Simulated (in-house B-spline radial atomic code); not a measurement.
# Bi¹⁰⁺: ionisation energy by several methods

An exercise on one series of results from a longer session: the logs are not shown, and one member is left open.

Program: in-house B-spline radial atomic code version 1. Level of theory: non-relativistic, several functionals, spin-polarised; spherical all-electron atom at the radial basis limit. These are calculated values, not measurements, unless marked.

## What is computed

```
element       : bismuth (Z = 83)
charge        : +10
electrons     : 73
configuration : [Xe] 4f14 5d5
nucleus       : point
```

Outer shells as boxes (Hund's rule):

[Xe] 4f14 5d5
```
[Xe] core
4f [↑↓][↑↓][↑↓][↑↓][↑↓][↑↓][↑↓]
5d [↑ ][↑ ][↑ ][↑ ][↑ ]
```

Where spins are not typed, each open shell is filled with up spins first.

Set-up of the first run:

Settings of the run:

```ini
Z = 83
electrons = 73.0
configuration = [Xe] 4f14 5d5
hamiltonian = nr
method = pbesol
spin_polarised = True
```

Steps of the session up to this table: PBEsol, a GGA; revTPSS, a meta-GGA; PW91, a GGA; BLYP, a GGA; M06-L, a meta-GGA; r2SCAN, a meta-GGA.

One table of the session follows, with a row left open; its other results are not shown here.

| method | ΔSCF (eV) |
| --- | --- |
| PBEsol | 189.85 |
| PW91 | 189.95 |
| BLYP | ? |
| revTPSS | 190.05 |
| M06-L | 190.96 |
| r2SCAN | 190.74 |

**Question.** Estimate the row for BLYP.

**Answer.** ΔSCF (eV): 189.49. In the column «ΔSCF (eV)» it is the lowest.

Members of this set that are not shown: 12 used exact exchange with fractional occupations of an open shell, which is unsound here.

Limits of these values: These runs leave out relativity, which matters at this nuclear charge.
